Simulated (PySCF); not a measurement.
# C3H8BrFSi: the cost of one run

Computed with PySCF 2.14.0, with density-fitted response routines of our own, on a single molecule in the gas phase. Atoms count from 0, in the outputs and in this text.

### 1 Starting geometry

14 atoms, charge 0, multiplicity 1; geometry from: GFN2-xTB.

Bonds of the start (Å): C0–Si1 1.90, Si1–C2 1.92, C2–F3 1.38, Si1–C4 1.92, C4–Br5 1.95, C0–H6 1.09, C0–H7 1.09, C0–H8 1.09, Si1–H9 1.47, C2–H10 1.09, C2–H11 1.09, C4–H12 1.09, C4–H13 1.09.

### 2 TDDFT and polarisability: B3LYP/def2-SVPD

Job settings and geometry (Å):

```
{"job": {"kind": "uv", "xc": "B3LYP", "basis": "def2-SVPD", "nstates": 8, "ntriplets": 3}, "charge": 0, "multiplicity": 1}
C     -1.685611     0.476027     0.569083
Si    -0.015818     0.037986    -0.212605
C      0.424394    -1.791893     0.175178
F     -0.515601    -2.611125    -0.416296
C      1.357021     1.115505     0.576380
Br     0.966534     2.992508     0.196673
H     -2.475293    -0.155528     0.171977
H     -1.955419     1.509507     0.368573
H     -1.669681     0.343039     1.649583
H      0.020277     0.245237    -1.664591
H      0.401092    -2.026528     1.242535
H      1.393474    -2.100855    -0.223716
H      2.345648     0.928778     0.165607
H      1.408304     1.036869     1.659478
```

With the program's defaults for keys left out, this is: TDDFT B3LYP/def2-SVPD, vertical, gas phase, core orbitals frozen in the response.

The run is started by

```
$ OMP_NUM_THREADS=1 python probes_run.py task.json out
```

One launch serves the whole session: the jobs run in the order shown.

Q: Estimate the wall time and peak memory of this job on 1 thread of Arm Neoverse V1, shared host.

About 45 s, with a peak of 0.89 GiB.
